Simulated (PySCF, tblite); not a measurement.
# C₆H₁₂OP₂: geometry, infrared bands and NMR shifts

Aim: predict the infrared bands and NMR shifts of C₆H₁₂OP₂ (`C#C[P@H](=O)CCP(C)C`).

Programs: tblite 0.8.0 and PySCF 2.14.0, with density-fitted response routines of our own. Each step states its level of theory. These are calculated values for one molecule in the gas phase, unless marked as measured. Atoms are numbered from 0 throughout.

**1. Starting geometry**

21 atoms, charge 0, multiplicity 1; geometry from: force field or distance geometry start.

Bonds of the start (Å): C0–C1 1.22, C1–P2 1.82, P2–O3 1.52, P2–C4 1.82, C4–C5 1.52, C5–P6 1.84, P6–C7 1.84, P6–C8 1.83, C0–H9 1.06, P2–H10 1.42, C4–H11 1.10, C4–H12 1.10, C5–H13 1.10, C5–H14 1.10, C7–H15 1.09, C7–H16 1.10, C7–H17 1.09, C8–H18 1.10, C8–H19 1.10, C8–H20 1.10.

**2. Optimising the geometry with GFN2-xTB**

Job settings and geometry (Å):

```
{"job": {"kind": "relax", "xc": "GFN2-xTB", "basis": "xTB"}, "charge": 0, "multiplicity": 1}
C      4.004500    -0.638800    -0.744000
C      3.058800     0.096800    -0.962600
P      1.652200     1.203600    -1.273700
O      2.392000     2.508300    -1.491800
C      0.808200     1.248200     0.338500
C      0.129400    -0.059700     0.704900
P     -1.258500    -0.490100    -0.430400
C     -1.810700    -2.055900     0.358700
C     -2.563800     0.633500     0.194300
H      4.828800    -1.271000    -0.558100
H      0.837200     0.670800    -2.308200
H      0.080600     2.068000     0.311500
H      1.549600     1.506800     1.103200
H      0.871100    -0.872900     0.672800
H     -0.237700     0.012100     1.739100
H     -1.068800    -2.842100     0.224200
H     -2.750100    -2.397400    -0.098600
H     -1.986200    -1.945400     1.428700
H     -2.673000     0.582800     1.286700
H     -2.336000     1.673900    -0.068800
H     -3.536300     0.385400    -0.250500
```

Launch:

```bash
$ OMP_NUM_THREADS=1 python probes_run.py task.json out
```

This one command runs all jobs of the session in turn.

**Question.** This job is followed by: GFN2-xTB harmonic vibrations, gas phase; GIAO PBE0/pcSseg-1 NMR shielding, non-relativistic, gas phase. What will the session give for the following? strongest single infrared mode (GFN2-xTB); zero-point energy (GFN2-xTB); 13C shifts against TMS (PBE0/pcSseg-1, means over atoms taken as alike); 1H shifts against TMS (PBE0/pcSseg-1, means over atoms taken as alike); 31P shifts against H3PO4 (PBE0/pcSseg-1); 17O shifts against H2O (PBE0/pcSseg-1).

As calculated:

```
                                                               quantity                                         value
                              strongest single infrared mode (GFN2-xTB)                         1280 cm⁻¹, 265 km/mol
                                           zero-point energy (GFN2-xTB)                                101.4 kcal/mol
13C shifts against TMS (PBE0/pcSseg-1, means over atoms taken as alike)              99.1, 84.2, 31.7, 29.6, 16.7 ppm
 1H shifts against TMS (PBE0/pcSseg-1, means over atoms taken as alike)  8.03, 2.39, 2.20, 2.11, 1.97, 1.24, 0.95 ppm
                               31P shifts against H3PO4 (PBE0/pcSseg-1)                              -30.6, -82.6 ppm
                                 17O shifts against H2O (PBE0/pcSseg-1)                                      99.3 ppm
```

**Reading.** The optimisation took 150 steps and gained 0.536 eV; among the close pairs (by a distance rule), P2–O3 changed most, from 1.516 to 1.464 Å. No mode is imaginary among the 57: a minimum at this level. The strongest single mode, at 1280 cm⁻¹, moves mainly O3 and P2. Unscaled tight-binding wavenumbers are off by several per cent, some by more. Its intensities can rank the bands wrongly.
